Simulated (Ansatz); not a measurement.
**C₂H₇BO₂: a ladder of functionals and wavefunction methods**

Aim: compute C₂H₇BO₂ with functionals from several rungs and with coupled cluster, and see how far each lands from CCSD(T) at the basis-set limit for the atomisation energy.

The runs use Ansatz 0.2.0, Gaussian basis; functionals in def2-TZVPP, the program's frozen cores in correlated methods.

Levels to be run: PBE-D4, r2SCAN-D4, PBE0-D4, B3LYP-D4, ωB97X-V, ωB97M-V, B2PLYP; CCSD(T)/def2-TZVPP; MP2/def2-QZVPP; extrapolation to the limit.

## Step 1: The relaxed structure

An earlier PBE0-D4 in a triple-zeta def2 set relaxation fixed the geometry.

SMILES `BCOCO`, 12 atoms, charge 0, spin multiplicity 1.

Atoms are counted from 1 here; the program's logs count them from 0.

Bond lengths: B1–C2 1.544 Å, B1–H6 1.197 Å, B1–H7 1.194 Å, C2–O3 1.413 Å, C2–H8 1.107 Å, C2–H9 1.105 Å, O3–C4 1.391 Å, C4–O5 1.398 Å, C4–H10 1.095 Å, C4–H11 1.097 Å, O5–H12 0.962 Å. Angles: C2–B1–H6 117.6°, C2–B1–H7 122.3°, H6–B1–H7 120.2°, B1–C2–O3 114.9°, B1–C2–H8 106.3°, B1–C2–H9 109.8°, O3–C2–H8 110.8°, O3–C2–H9 110.6°, H8–C2–H9 103.8°, C2–O3–C4 113.5°, O3–C4–O5 113.3°, O3–C4–H10 105.5°, O3–C4–H11 111.1°, O5–C4–H10 111.8°, O5–C4–H11 105.3°, H10–C4–H11 109.9°, C4–O5–H12 108.0°.

## Step 2: PBE-D4 (GGA)

File in.yaml:

```yaml
crystal:
  periodic: [false, false, false]
  atoms:
    - {symbol: B, position_ang: [-1.215824, 1.130703, 1.412915]}
    - {symbol: C, position_ang: [-0.555110, 0.007485, 0.585556]}
    - {symbol: O, position_ang: [0.720767, 0.322918, 0.066681]}
    - {symbol: C, position_ang: [1.239718, -0.661647, -0.768332]}
    - {symbol: O, position_ang: [0.537099, -0.794267, -1.969638]}
    - {symbol: H, position_ang: [-2.264404, 0.889001, 1.937037]}
    - {symbol: H, position_ang: [-0.728834, 2.216139, 1.517673]}
    - {symbol: H, position_ang: [-1.262345, -0.233440, -0.230767]}
    - {symbol: H, position_ang: [-0.514171, -0.922385, 1.181986]}
    - {symbol: H, position_ang: [2.284431, -0.381448, -0.937931]}
    - {symbol: H, position_ang: [1.189522, -1.648921, -0.292177]}
    - {symbol: H, position_ang: [0.646154, 0.020662, -2.468906]}
basis:
  gaussian: {orbitals: def2-TZVPP}
hamiltonian: {xc: pbe, dispersion: d4}
output: {forces: true, orbitals: {seedname: orbitals}}
```

Run with:

```
> ansatz run in.yaml --threads 4 --pin off --events-out ev --progress --plain --max-ram 10444MiB
```

Further steps of the session: r2SCAN-D4 (meta-GGA); PBE0-D4 (hybrid); B3LYP-D4 (hybrid); ωB97X-V (range-separated); ωB97M-V (range-separated); B2PLYP (double hybrid); CCSD(T) in def2-TZVPP; MP2 in def2-QZVPP.

Q: Predict the results of all the runs planned. Wanted: atomisation energy, CCSD(T)/CBS; farthest; mean size of error, hybrid; mean size of error, range-separated; gap, smallest and largest; T1 diagnostic; triples share of the correlation energy.

The runs gave:

| quantity | value |
| --- | --- |
| atomisation energy, CCSD(T)/CBS | 1074.0 kcal/mol |
| functionals within 5.4 kcal/mol (0.5 %) | PBE0-D4, B3LYP-D4, ωB97X-V |
| farthest | PBE-D4 (+26.5 kcal/mol) |
| mean size of error, hybrid | 3.3 kcal/mol |
| mean size of error, range-separated | 4.9 kcal/mol |
| gap, smallest and largest | 3.99 eV (PBE-D4), 11.31 eV (ωB97X-V) |
| T1 diagnostic | 0.0114 |
| triples share of the correlation energy | 3.6 % |

**Reading.** PBE-D4 is off by +26.5 kcal/mol. Double hybrids carry the basis error of their MP2 part in triple zeta, and no dispersion term here, so their miss is partly the set-up's. The reference freezes the cores and leaves out relativity and excitations past (T), so misses under about 5.4 kcal/mol can't be ranked. Hartree-Fock recovers 72 % of the binding; the rest is correlation. Orbital gaps span 4.0 to 11.3 eV; exact exchange widens them.
